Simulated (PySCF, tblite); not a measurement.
# C₇H₉F: geometry, infrared bands and NMR shifts

What infrared bands and NMR shifts should C₇H₉F (`C#C[C@@H]1[C@H](C)C[C@@H]1F`) show?

Computed with tblite 0.8.0 and PySCF 2.14.0, with density-fitted response routines of our own, on a single molecule in the gas phase. Atoms are numbered from 0 throughout.

## 1. The molecule as given

17 atoms, charge 0, multiplicity 1; geometry from: force field or distance geometry start.

Bonds of the start (Å): C0–C1 1.20, C1–C2 1.45, C2–C3 1.55, C3–C4 1.52, C3–C5 1.55, C5–C6 1.55, C6–F7 1.35, C6–C2 1.56, C0–H8 1.06, C2–H9 1.09, C3–H10 1.10, C4–H11 1.09, C4–H12 1.10, C4–H13 1.10, C5–H14 1.09, C5–H15 1.11, C6–H16 1.10.

## 2. Geometry optimisation with GFN2-xTB

Job settings and geometry (Å):

```
{"job": {"kind": "relax", "xc": "GFN2-xTB", "basis": "xTB"}, "charge": 0, "multiplicity": 1}
C      1.570500     0.566300    -2.459200
C      1.147000     0.669800    -1.343600
C      0.671300     0.781800     0.026200
C      0.247000    -0.518900     0.749600
C     -0.197800    -1.740300    -0.044000
C     -0.913000     0.287200     1.389200
C     -0.806300     1.267700     0.192900
F     -1.655400     1.010400    -0.819300
H      1.924000     0.479400    -3.457500
H      1.344600     1.384400     0.642800
H      0.990000    -0.847800     1.497300
H     -0.630100    -2.502900     0.609900
H     -0.956200    -1.478300    -0.791000
H      0.660300    -2.191900    -0.570100
H     -1.869300    -0.220200     1.497600
H     -0.652300     0.746300     2.366500
H     -0.881100     2.319000     0.502800
```

The run is started by

```sh
> OMP_NUM_THREADS=1 python probes_run.py task.json out
```

One launch serves the whole session: the jobs run in the order shown.

**Question.** This job is followed by: GFN2-xTB harmonic vibrations, gas phase; GIAO PBE0/pcSseg-1 NMR shielding, non-relativistic, gas phase. Predict these results of the whole session: strongest single infrared mode (GFN2-xTB); zero-point energy (GFN2-xTB); ¹³C shifts against TMS (PBE0/pcSseg-1); ¹H shifts against TMS (PBE0/pcSseg-1, means over atoms taken as alike); ¹⁹F shifts against CFCl3 (PBE0/pcSseg-1); surface potential, 1st and 99th percentile.

**Answer**, as computed:

| quantity | value |
| --- | --- |
| strongest single infrared mode (GFN2-xTB) | 2964 cm⁻¹, 57 km/mol |
| zero-point energy (GFN2-xTB) | 86.5 kcal/mol |
| ¹³C shifts against TMS (PBE0/pcSseg-1) | 84.7, 84.3, 83.3, 39.6, 38.8, 23.9, 20.4 ppm |
| ¹H shifts against TMS (PBE0/pcSseg-1, means over atoms taken as alike) | 4.94, 3.41, 2.53, 2.01, 1.87, 1.82, 1.32 ppm |
| ¹⁹F shifts against CFCl3 (PBE0/pcSseg-1) | -197.2 ppm |
| surface potential, 1st and 99th percentile | -1.38 V and 1.21 V |

In words: Over 98 steps the energy fell by 0.253 eV; of the close pairs, C6–F7 changed most, 1.346 to 1.370 Å. All 45 modes are real, so the xTB geometry is a minimum. The strongest single mode, at 2964 cm⁻¹, moves mainly H10. GFN2-xTB is a fitted tight-binding method: band positions and strengths are rough. Its intensities can rank the bands wrongly. C6 (sp3 CH bonded to F) lies farthest downfield among carbon, at 84.7 ppm; pulled downfield by the heteroatom. The most deshielded hydrogen is H16 (hydrogen on an sp3 CH bonded to F), at 4.94 ppm: its carbon carries F, which withdraws density. At PBE0/pcSseg-1: The largest span, 286 ppm, is at C1, where the paramagnetic term is -156 ppm.
